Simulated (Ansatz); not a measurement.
# B3MoP4: one candidate of a structure search, part 3 of 3

Where does this trial cell of B3MoP4 go when cell and atoms are let free, and does the end survive a random kick?

Ansatz 0.2.0; DFT PBE, scalar-relativistic, plane waves, PAW.

## Step 8: Kicked and relaxed without symmetry

Atoms are moved at random (σ = 0.1 Å a coordinate) and the cell is strained at random (σ = 1.5 % a component).

input.yaml reads:

```yaml
crystal:
  lattice:
    - [4.7707865034, 0.0877228096, 0.0662212494]
    - [0.0877228096, 4.7690196859, -0.0370456077]
    - [0.0662212494, -0.0370456077, 4.8122188997]
  atoms:
    - { symbol: B, position: [0.4967096052, -0.0138430856, 0.0239657667] }
    - { symbol: B, position: [0.9771671341, 0.5297476359, 0.9774855357] }
    - { symbol: B, position: [0.0126242925, -0.0358311698, 0.4807052333] }
    - { symbol: Mo, position: [0.4885299603, 0.5116701064, 0.4680309052] }
    - { symbol: P, position: [0.2470750969, 0.2041081812, 0.2526903468] }
    - { symbol: P, position: [0.7065877173, 0.749599885, 0.229486429] }
    - { symbol: P, position: [0.8136768265, 0.2786329974, 0.8057463726] }
    - { symbol: P, position: [0.2576293672, 0.7759154496, 0.7618894107] }
basis:
  ecutwfc: 420
kpoints:
  mp_grid: { grid: [4, 4, 4] }
hamiltonian:
  xc: pbe
scf:
  occupations: { method: gaussian, width: 0.2 }
  lower_state_search: "off"
output:
  forces: true
  stress: true
  eigenvalues: true
relax:
  adjacent_minimum: "off"
  f_tol: 0.025
  max_steps: 60
  cell: { stress_tol: 0.25 }
```

Run with:

```console
> ansatz run input.yaml --threads 1 --pin off --max-ram 2048MiB --backend cpu --events-out ev --progress --plain --runs-dir out
```

Log:

```text
Warning: RAYON_NUM_THREADS=1 ignored (pool sized by the plan → 1); use --threads N
Engine: ansatz 0.2.0, aarch64-unknown-linux-gnu
Pseudopotentials: kind: paw
Pseudopotential: B, paw, valence charge 3, recommended cutoff 420 eV (normal), B.paw.azcp
Pseudopotential: Mo, paw, valence charge 14, recommended cutoff 420 eV (normal), Mo.paw.azcp
Pseudopotential: P, paw, valence charge 5, recommended cutoff 420 eV (normal), P.paw.azcp
Functional definition: PBE
  parameter kappa = 0.804
  parameter beta = 0.06672455060314922
  exchange = pbe_x(kappa = kappa, mu = beta*pi^2/3)
  correlation = pbe_c(beta = beta)
Crystal: 8 atoms, lattice volume = 109.423 Å³
Basis set: ecut = 420 eV, 2113 PW (Γ), exchange–correlation on 64×64×72 points (8 copies of the dense FFT grid, shifted against one another)
Bands: 30, of which v1, the nominal top of the filled ones, is band 22 counted from 1 (21 counted from 0)
Symmetry: 1 space group operations
Space group: P1 (ITA 1), of the structure as read, at distance tolerance 4.8e-5 Å
k-points: 36 of 64 (time reversal used)
Non-local potential: B, projectors of the file, l = 0: 2, l = 1: 2, l = 2: 1
Non-local potential: Mo, projectors of the file, l = 0: 3, l = 1: 2, l = 2: 2, l = 3: 1
Non-local potential: P, projectors of the file, l = 0: 2, l = 1: 2, l = 2: 2
PAW form: soft (Blöchl's): semilocal exchange-correlation on the pseudo side does not see the compensation charge
PAW one-centre angular grid: B, 110 points (default); XC on 64 Gauss nodes
PAW one-centre angular grid: Mo, 590 points (default); XC on 64 Gauss nodes
PAW one-centre angular grid: P, 110 points (default); XC on 64 Gauss nodes
Initial density: superposition of atomic densities (neutral atoms: chi_scale 0, normalization atom), corrected by the library's trained network
Initial wavefunctions: pseudopotential atomic-orbital guess
Functional: x = pbe(κ = 0.804, μ = 0.2195149727645171), c = pbe(β = 0.06672455060314922)
SCF iter   1: F=—  HF=-8441.187560 eV  |F-HF|=—  |Δ(HF+E_count)|=         —  Δρ=9.59e-3  dr2=1.44e-1  ethr=1.77e-3  ⟨swp⟩=7.9  Hψ=5997  notcnv=0
preconditioner: auto → Kerker (q_TF=auto, 2.335 Å⁻¹)  [metal: Δε(μ)=0.016 eV  Ē_g=8.598 eV  σ=0.200 eV  W_gap=0.04  n_scr=24 (ndim 8)  ℏωp=21.0 eV  f_vac=0.000  D(μ)=3.34/eV (n_scr^D=26)]
SCF iter   2: F=—  HF=-8441.173688 eV  |F-HF|=—  |Δ(HF+E_count)|=   1.39e-2  Δρ=4.91e-3  dr2=4.18e-2  ethr=3.35e-4  ⟨swp⟩=1.6  Hψ=1408  notcnv=0
SCF iter   3: F=—  HF=-8441.167764 eV  |F-HF|=—  |Δ(HF+E_count)|=   5.92e-3  Δρ=6.49e-4  dr2=5.32e-4  ethr=9.73e-5  ⟨swp⟩=2.7  Hψ=1515  notcnv=0
SCF iter   4: F=—  HF=-8441.167806 eV  |F-HF|=—  |Δ(HF+E_count)|=   4.25e-5  Δρ=2.13e-4  dr2=9.42e-5  ethr=1.24e-6  ⟨swp⟩=2.7  Hψ=1729  notcnv=0
SCF iter   5: F=—  HF=-8441.167796 eV  |F-HF|=—  |Δ(HF+E_count)|=   1.08e-5  Δρ=6.35e-5  dr2=8.12e-6  ethr=2.19e-7  ⟨swp⟩=2.9  Hψ=1661  notcnv=0
SCF iter   6: F=—  HF=-8441.167797 eV  |F-HF|=—  |Δ(HF+E_count)|=   1.64e-6  Δρ=1.69e-5  dr2=5.41e-7  ethr=1.89e-8  ⟨swp⟩=2.8  Hψ=1725  notcnv=0
SCF iter   7: F=-8441.167797 eV  HF=-8441.167797 eV  |F-HF|=3.13e-9  |Δ(HF+E_count)|=   1.64e-7  Δρ=4.19e-6  dr2=2.90e-8  ethr=2.33e-10  ⟨swp⟩=11.6  Hψ=5528  notcnv=0
SCF 1 converged in 7 iterations: F = -8441.167797 eV  dr2 = 2.90e-8
relax step   1: F+E_penalty+E_count = -8441.16779737 eV  Δ(F+E_penalty+E_count) = +0.000e0 eV  max|allowed force component| = 8.127e0 eV/Å  Δτ_max = 0.0000 Å  P = +18.963 GPa  Ω = 109.423 Å³  (7 SCF iters, dr2 threshold 1.00e-7 eV, accepted)
Crystal: 8 atoms, lattice volume = 112.061 Å³
Basis set: ecut = 420 eV, 2183 PW (Γ), exchange–correlation on 64×64×72 points (8 copies of the dense FFT grid, shifted against one another)
Initial density: handed on by an earlier stage of this run
Initial wavefunctions: those handed on with the density
iter 1 solved again at ethr=2.47e-3 eV; its pass at ethr=3.10e-3 eV (dr2=1.06e0 eV) is discarded
SCF iter   1: F=—  HF=-8444.786933 eV  |F-HF|=—  |Δ(HF+E_count)|=         —  Δρ=2.67e-2  dr2=1.06e0  ethr=2.47e-3  ⟨swp⟩=1.0  Hψ=7500  notcnv=0
preconditioner: auto → Kerker (q_TF=auto, 2.326 Å⁻¹)  [metal: Δε(μ)=0.019 eV  Ē_g=8.536 eV  σ=0.200 eV  W_gap=0.05  n_scr=26 (ndim 8)  ℏωp=20.8 eV  f_vac=0.000  D(μ)=3.28/eV (n_scr^D=26)]
SCF iter   2: F=—  HF=-8444.626774 eV  |F-HF|=—  |Δ(HF+E_count)|=   1.60e-1  Δρ=1.40e-2  dr2=3.11e-1  ethr=2.47e-3  ⟨swp⟩=1.1  Hψ=1087  notcnv=0
SCF iter   3: F=—  HF=-8444.563000 eV  |F-HF|=—  |Δ(HF+E_count)|=   6.38e-2  Δρ=1.61e-3  dr2=3.54e-3  ethr=7.23e-4  ⟨swp⟩=2.6  Hψ=1554  notcnv=0
SCF iter   4: F=—  HF=-8444.562683 eV  |F-HF|=—  |Δ(HF+E_count)|=   3.17e-4  Δρ=4.21e-4  dr2=4.08e-4  ethr=8.23e-6  ⟨swp⟩=2.6  Hψ=1907  notcnv=0
SCF iter   5: F=—  HF=-8444.562669 eV  |F-HF|=—  |Δ(HF+E_count)|=   1.36e-5  Δρ=1.38e-4  dr2=3.06e-5  ethr=9.49e-7  ⟨swp⟩=2.8  Hψ=1687  notcnv=0
SCF iter   6: F=—  HF=-8444.562673 eV  |F-HF|=—  |Δ(HF+E_count)|=   4.02e-6  Δρ=4.52e-5  dr2=3.27e-6  ethr=7.11e-8  ⟨swp⟩=2.8  Hψ=1834  notcnv=0
SCF iter   7: F=-8444.562674 eV  HF=-8444.562674 eV  |F-HF|=6.01e-9  |Δ(HF+E_count)|=   6.75e-7  Δρ=1.41e-5  dr2=2.76e-7  ethr=1.86e-9  ⟨swp⟩=10.1  Hψ=5684  notcnv=0
SCF 2 converged in 7 iterations: F = -8444.562674 eV  dr2 = 2.76e-7
relax step   2: F+E_penalty+E_count = -8444.56267390 eV  Δ(F+E_penalty+E_count) = -3.395e0 eV  max|allowed force component| = 3.316e0 eV/Å  Δτ_max = 0.1994 Å  P = +3.774 GPa  Ω = 112.061 Å³  energy of the carried Pulay correction = -1.395e-3 eV  (7 SCF iters, dr2 threshold 8.00e-7 eV, accepted)
Crystal: 8 atoms, lattice volume = 111.590 Å³
Basis set: ecut = 420 eV, 2153 PW (Γ), exchange–correlation on 64×64×72 points (8 copies of the dense FFT grid, shifted against one another)
iter 1 solved again at ethr=1.27e-3 eV; its pass at ethr=3.10e-3 eV (dr2=5.44e-1 eV) is discarded
SCF iter   1: F=—  HF=-8445.694042 eV  |F-HF|=—  |Δ(HF+E_count)|=         —  Δρ=2.21e-2  dr2=5.46e-1  ethr=1.27e-3  ⟨swp⟩=1.0  Hψ=7486  notcnv=0
preconditioner: auto → Kerker (q_TF=auto, 2.327 Å⁻¹)  [metal: Δε(μ)=0.021 eV  Ē_g=8.619 eV  σ=0.200 eV  W_gap=0.06  n_scr=26 (ndim 8)  ℏωp=20.8 eV  f_vac=0.000  D(μ)=3.44/eV (n_scr^D=26)]
SCF iter   2: F=—  HF=-8445.596444 eV  |F-HF|=—  |Δ(HF+E_count)|=   9.76e-2  Δρ=1.25e-2  dr2=1.79e-1  ethr=1.27e-3  ⟨swp⟩=1.1  Hψ=1089  notcnv=0
SCF iter   3: F=—  HF=-8445.550112 eV  |F-HF|=—  |Δ(HF+E_count)|=   4.63e-2  Δρ=9.84e-4  dr2=9.37e-4  ethr=4.17e-4  ⟨swp⟩=2.1  Hψ=1534  notcnv=0
SCF iter   4: F=—  HF=-8445.550374 eV  |F-HF|=—  |Δ(HF+E_count)|=   2.62e-4  Δρ=2.69e-4  dr2=1.39e-4  ethr=2.18e-6  ⟨swp⟩=2.5  Hψ=1731  notcnv=0
SCF iter   5: F=—  HF=-8445.550415 eV  |F-HF|=—  |Δ(HF+E_count)|=   4.19e-5  Δρ=7.93e-5  dr2=1.12e-5  ethr=3.23e-7  ⟨swp⟩=2.6  Hψ=1742  notcnv=0
SCF iter   6: F=—  HF=-8445.550419 eV  |F-HF|=—  |Δ(HF+E_count)|=   3.58e-6  Δρ=3.10e-5  dr2=1.11e-6  ethr=2.60e-8  ⟨swp⟩=2.4  Hψ=1740  notcnv=0
SCF iter   7: F=-8445.550419 eV  HF=-8445.550419 eV  |F-HF|=1.13e-8  |Δ(HF+E_count)|=   3.15e-7  Δρ=9.36e-6  dr2=1.16e-7  ethr=1.86e-9  ⟨swp⟩=8.9  Hψ=5047  notcnv=0
SCF 3 converged in 7 iterations: F = -8445.550419 eV  dr2 = 1.16e-7
relax step   3: F+E_penalty+E_count = -8445.55041938 eV  Δ(F+E_penalty+E_count) = -9.877e-1 eV  max|allowed force component| = 8.026e-1 eV/Å  Δτ_max = 0.2000 Å  P = +1.320 GPa  Ω = 111.590 Å³  energy of the carried Pulay correction = -1.149e-3 eV  (7 SCF iters, dr2 threshold 8.00e-7 eV, accepted)
[... 11 lines left out ...]
relax step   4: F+E_penalty+E_count = -8445.60632535 eV  Δ(F+E_penalty+E_count) = -5.591e-2 eV  max|allowed force component| = 5.274e-2 eV/Å  Δτ_max = 0.0585 Å  P = -2.072 GPa  Ω = 114.654 Å³  energy of the carried Pulay correction = -2.735e-3 eV  (6 SCF iters, dr2 threshold 8.00e-7 eV, accepted)
[... 12 lines left out ...]
relax step   5: F+E_penalty+E_count = -8445.62075377 eV  Δ(F+E_penalty+E_count) = -1.443e-2 eV  max|allowed force component| = 4.514e-2 eV/Å  Δτ_max = 0.0052 Å  P = +0.213 GPa  Ω = 112.631 Å³  energy of the carried Pulay correction = -1.692e-3 eV  (6 SCF iters, dr2 threshold 8.00e-7 eV, accepted)
[... 12 lines left out ...]
relax step   6: F+E_penalty+E_count = -8445.62104736 eV  Δ(F+E_penalty+E_count) = -2.936e-4 eV  max|allowed force component| = 5.440e-3 eV/Å  Δτ_max = 0.0025 Å  P = -0.013 GPa  Ω = 112.742 Å³  energy of the carried Pulay correction = -1.750e-3 eV  (6 SCF iters, dr2 threshold 1.27e-7 eV, accepted)
Basis set: ecut = 420 eV, 2205 PW (Γ), exchange–correlation on 72×72×72 points (8 copies of the dense FFT grid, shifted against one another)
Initial wavefunctions: pseudopotential atomic-orbital guess (no wavefunctions were taken with the density)
iter 1 solved again at ethr=1.71e-7 eV; its pass at ethr=3.10e-3 eV (dr2=7.34e-5 eV) is discarded
SCF iter   1: F=—  HF=-8445.623540 eV  |F-HF|=—  |Δ(HF+E_count)|=         —  Δρ=1.02e-4  dr2=1.05e-6  ethr=1.71e-7  ⟨swp⟩=4.0  Hψ=8865  notcnv=0
SCF iter   2: F=—  HF=-8445.623574 eV  |F-HF|=—  |Δ(HF+E_count)|=   3.46e-5  Δρ=5.39e-5  dr2=2.84e-7  ethr=2.44e-9  ⟨swp⟩=2.4  Hψ=1800  notcnv=0
iter 3 did not close the SCF: its close was put off for the readings that it lacked (scf_convergence_deferred on its scf_iter line)
SCF iter   3: F=-8445.623582 eV  HF=-8445.623582 eV  |F-HF|=4.56e-9  |Δ(HF+E_count)|=   8.04e-6  Δρ=2.50e-6  dr2=1.63e-9  ethr=6.60e-10  ⟨swp⟩=2.1  Hψ=1719  notcnv=0
iter 4 did not close the SCF: its close was put off for the readings that it lacked (scf_convergence_deferred on its scf_iter line)
SCF iter   4: F=-8445.623582 eV  HF=-8445.623582 eV  |F-HF|=1.31e-10  |Δ(HF+E_count)|=   4.74e-9  Δρ=3.22e-7  dr2=6.17e-11  ethr=3.79e-12  ⟨swp⟩=2.0  Hψ=1778  notcnv=0
iter 5 did not close the SCF: its close was put off for the readings that it lacked (scf_convergence_deferred on its scf_iter line)
SCF iter   5: F=-8445.623582 eV  HF=-8445.623582 eV  |F-HF|=0.00e0  |Δ(HF+E_count)|=  1.47e-10  Δρ=4.83e-8  dr2=2.23e-12  ethr=1.00e-12  ⟨swp⟩=1.2  Hψ=1087  notcnv=0
SCF iter   6: F=-8445.623582 eV  HF=-8445.623582 eV  |F-HF|=1.82e-12  |Δ(HF+E_count)|=    0.00e0  Δρ=1.47e-8  dr2=3.41e-13  ethr=1.00e-12  ⟨swp⟩=4.7  Hψ=3781  notcnv=0
SCF 7 converged in 6 iterations: F = -8445.623582 eV  dr2 = 3.41e-13
relax step   7: F+E_penalty+E_count = -8445.62358244 eV  Δ(F+E_penalty+E_count) = -2.535e-3 eV  max|allowed force component| = 6.025e-3 eV/Å  Δτ_max = 0.0000 Å  P = +0.014 GPa  Ω = 112.742 Å³  stress off target by 5.10e-2 GPa  SCF on the basis re-selected at this cell (its energy is not comparable with the rows above)  (6 SCF iters)
basis re-selected at this cell: Δ(F+E_penalty+E_count) = -2.535e-3 eV, ΔP = +0.027 GPa vs the last step (what re-selecting the basis moved, of the pressure what is left beyond the Pulay correction that the steps carried, after the strain that the cell walked since its last selection, with what the two solves' SCF thresholds leave and, on support functions, any second-order correction that the steps lacked; it is no measure of the basis error at this ecutwfc). The dense FFT grid was sized anew with the basis: this SCF ran on 36×36×36 points, the steps before it on 32×32×36, so part of this shift can come from that change (see relax.cell in the input reference). This SCF's stress stands 5.10e-2 GPa from its target on what of the cell is left free (relax.cell.stress_tol is 2.50e-1 GPa) and its largest allowed force component is 6.02e-3 eV/Å (relax.f_tol is 2.50e-2 eV/Å): within both
SCF converged after 6 iterations
Free energy (F): -8445.623582 eV
Harris-Foulkes:  -8445.623582 eV  (|F-HF|=1.82e-12)
Internal energy: -8445.553830 eV  (E = F + TS)
E sigma→0 (E₀):  -8445.588706 eV
Entropy (-TS):   -0.069752 eV (-8.719 meV/atom)
Fermi energy:    9.990845 eV
--- Per-component energies (eV) ---
  E_band       = -104.506040
  E_kinetic    = 871.945073
  E_local      = -1776.413031  (includes V_loc(G=0)·N_el)
  E_nonlocal   = 315.613253
  E_hartree    = 627.727389
  E_xc         = -526.302231
  E_vxc        = -587.136233  (∫ρ·V_xc dr)
  E_paw        = -5715.637875  (= ΣΔE_a)
  E_vpaw       = -183.969925  (= ΣTr[D̂ρ^β])
  E_aug_tail   = 0.000040  (compensation charges beyond the density's cutoff)
  E_ewald      = -2242.486448
  E_smearing   = -0.069752  (= −TS)
  E_closure    = 0.000000  (closes the sum)
  Σ components = -8445.623582   (vs F -8445.623582, Δ=0.00e0)
--- Forces (eV/Å), atoms counted from 1 ---
  atom   1  B     -0.00018405     0.00011172     0.00066723
  atom   2  B     -0.00038481     0.00069531     0.00073098
  atom   3  B     -0.00049150     0.00024029     0.00054002
  atom   4  Mo    -0.00010807     0.00033108     0.00015135
  atom   5  P      0.00511609     0.00462783     0.00458647
  atom   6  P     -0.00421898    -0.00570008     0.00473731
  atom   7  P     -0.00442265     0.00484971    -0.00602482
  atom   8  P      0.00469414    -0.00515602    -0.00538872
  max |Σ_I F_I| component: 1.68e-7 eV/Å
--- Stress (GPa, compression-positive) ---
        0.017959      -0.023105      -0.017664
       -0.023105       0.018491       0.012008
       -0.017664       0.012008       0.005298
  P = ⅓ Tr σ = 0.0139 GPa (0.139 kbar)
--- Band table (eV; the first three rows and the last of 36) ---
  k-point 0: bands = ["-50.1003", "-24.3800", "-24.3800", "-24.3800", "-4.7048", "-0.7185", "-0.7179", "-0.7175", "1.0686", "1.0690", "4.6002", "5.6207", "5.6231", "5.6243", "6.0057", "6.0062", "6.0066", "7.6196", "7.6199", "7.6222", "8.5322", "8.5327", "10.9406", "10.9411", "10.9414", "11.2974", "13.9157", "13.9165", "13.9231", "14.4740"]
  k-point 1: bands = ["-50.1003", "-24.3812", "-24.3799", "-24.3799", "-4.4032", "-1.8484", "-0.6790", "-0.6787", "1.2349", "2.2272", "4.7900", "4.9048", "5.0616", "5.0626", "5.4855", "6.1707", "6.1741", "7.3767", "7.8170", "7.8180", "8.8434", "9.6130", "10.7595", "11.9429", "11.9443", "12.1362", "12.6032", "13.1623", "13.1653", "14.4345"]
  k-point 2: bands = ["-50.1003", "-24.3823", "-24.3798", "-24.3797", "-3.8249", "-2.9043", "-0.6388", "-0.6385", "1.4439", "3.5797", "4.1393", "4.2294", "4.7898", "4.7905", "5.2218", "5.9126", "5.9165", "7.4922", "8.4235", "8.4243", "9.6648", "10.4931", "10.5239", "11.3030", "11.6099", "11.6132", "12.2315", "15.1854", "15.1859", "15.2866"]
  k-point 35: bands = ["-50.1002", "-24.3818", "-24.3818", "-24.3817", "-2.1995", "-2.1987", "-2.1966", "-1.9258", "1.7273", "1.7274", "1.7276", "3.9875", "6.6029", "6.6039", "7.3073", "7.3074", "7.3078", "7.6077", "7.6085", "7.6089", "9.3878", "9.3883", "11.5137", "11.5157", "11.5172", "13.5176", "13.5179", "13.5188", "14.2073", "14.2081"]
--- Relaxed structure (6 steps of the walk, 6 accepted, 1 SCFs on fresh bases) ---
  F+E_penalty+E_count = -8445.62358244 eV   max|allowed force component| = 6.025e-3 eV/Å   (the final SCF, on the basis selected at the relaxed cell)
  cell:  # Å, volume = 112.7419 Å³
    - [4.830705919363101, 0.0007790104007251292, 0.0006130198314536206]
    - [0.000779475149121879, 4.830718513951449, -0.0004138869275300966]
    - [0.0006118182976059539, -0.0004136412961071312, 4.8312881796703495]
  atoms:
    - { symbol: B, position: [0.5000112939147644, 4.772753290558759e-6, -4.0523237830761505e-6] }
    - { symbol: B, position: [1.000000330658382, 0.4999692863658169, 0.9999948177023997] }
    - { symbol: B, position: [3.6576489440434088e-6, -7.895766615773444e-7, 0.499960872657426] }
    - { symbol: Mo, position: [0.5000360524845406, 0.49995440621849274, 0.4999525226602584] }
    - { symbol: P, position: [0.23009495119773896, 0.23014452858395737, 0.230140553793975] }
    - { symbol: P, position: [0.7698538704060521, 0.7699151920939995, 0.23013958196689743] }
    - { symbol: P, position: [0.7698595487744828, 0.2301412046959872, 0.7699292406278153] }
    - { symbol: P, position: [0.23014029491509383, 0.7698713989651166, 0.769886462915011] }
```

Wall time 1.8 min (1 thread of Arm Neoverse V1, shared host); peak memory 0.39 GiB.

The steps of the relaxation:

| step | E - E(step 1) (eV/cell) | largest force component (eV/Å) | pressure (GPa) | volume (Å³) |
| --- | --- | --- | --- | --- |
| 1 | 0.0000 | 8.1272 | 18.96 | 109.42 |
| 2 | -3.3949 | 3.3159 | 3.77 | 112.06 |
| 3 | -4.3826 | 0.8026 | 1.32 | 111.59 |
| 4 | -4.4385 | 0.0527 | -2.07 | 114.65 |
| 5 | -4.4530 | 0.0451 | 0.21 | 112.63 |
| 6 | -4.4533 | 0.0054 | -0.01 | 112.74 |
| 7 | -4.4558 | 0.0060 | 0.01 | 112.74 |

Step 1 is the start. Step 7 repeats the geometry before it on a plane-wave basis chosen anew for that cell, so its energy need not be comparable with the rows above.

|  | before | after | change |
| --- | --- | --- | --- |
| a (Å) | 4.772 | 4.831 | +1.2 % |
| b (Å) | 4.770 | 4.831 | +1.3 % |
| c (Å) | 4.813 | 4.831 | +0.4 % |
| α (°) | 90.87 | 90.01 | -0.9 % |
| β (°) | 88.42 | 89.99 | +1.8 % |
| γ (°) | 87.90 | 89.98 | +2.4 % |
| volume (Å³/atom) | 13.68 | 14.09 | +3.0 % |
| shortest distance (Å) | 1.673 | 2.042 | +22.0 % |
| space group (0.01 Å) | P1 | P-43m | changed |

Change from the reference: 0.0 meV/atom, +0.0 % in volume. At a tolerance of 0.1 Å, which suits this loose relaxation, its space group is P-43m.

## Step 9: Summary of results

The summary covers parts 1 to 3. Changes of volume or cell count from the first structure of part 1.

```
                              quantity                                                                      value
symmetry at the end (tolerance 0.05 Å)                                                space group P-43m (No. 215)
                     conventional cell  a = 4.831 Å, b = 4.831 Å, c = 4.831 Å, α = 90.00°, β = 90.00°, γ = 90.00°
                                volume                                                              14.09 Å³/atom
     energy over the elements, black P                                                              +0.11 eV/atom
                       gap on the mesh                                                               none (metal)
```

**Reading.** The space group P-43m (No. 215) is kept, and the volume per atom shrinks by 12.7 % from the first guess. With a positive formation energy it can't be a ground state. It survived the kick, though modes of other wave vectors, which need another repeat, weren't probed. Where forces pass 15 eV/Å atoms stand far too close, the PAW spheres overlap strongly and those numbers are rough. Other magnetic orders were not searched.
